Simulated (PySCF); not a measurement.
# C2H9NSeSi: the cost of one run

Programs: PySCF 2.14.0, with density-fitted response routines of our own. Each step states its level of theory. These are calculated values for one molecule in the gas phase, unless marked as measured. Atoms count from 0, in the outputs and in this text.

### 1 The starting structure

14 atoms, charge 0, multiplicity 1; geometry from: GFN2-xTB.

Bonds of the start (Å): C0–N1 1.45, N1–C2 1.45, C2–Si3 1.91, Si3–Se4 2.27, C0–H5 1.09, C0–H6 1.09, C0–H7 1.10, N1–H8 1.02, C2–H9 1.10, C2–H10 1.09, Si3–H11 1.46, Si3–H12 1.46, Se4–H13 1.44.

### 2 Ultraviolet spectrum: CAM-B3LYP/def2-SVPD

The job: settings as JSON, then the geometry in Å.

```
{"job": {"kind": "uv", "xc": "CAM-B3LYP", "basis": "def2-SVPD", "nstates": 8, "ntriplets": 3}, "charge": 0, "multiplicity": 1}
C      1.787255    -0.884331     0.513130
N      0.439533    -0.615537     0.048769
C      0.104358     0.796947    -0.016895
Si    -1.782374     0.995913    -0.274660
Se    -2.617404    -0.771671     0.869925
H      1.889268    -0.498269     1.527811
H      1.946626    -1.961400     0.533782
H      2.562339    -0.422439    -0.114058
H      0.307053    -1.034273    -0.868333
H      0.666363     1.331401    -0.794599
H      0.383784     1.243403     0.940500
H     -2.271155     2.252616     0.281350
H     -2.128154     0.881799    -1.692721
H     -1.288171    -1.314634     1.003920
```

With the program's defaults for keys left out, this is: TDDFT CAM-B3LYP/def2-SVPD, vertical, gas phase, core orbitals frozen in the response.

Started as:

```bash
$ OMP_NUM_THREADS=1 python probes_run.py task.json out
```

One launch serves the whole session: the jobs run in the order shown.

Q: Estimate the wall time and peak memory of this job on 1 thread of Intel Xeon 6975P-C, shared host.

About 24 s, with a peak of 0.91 GiB.
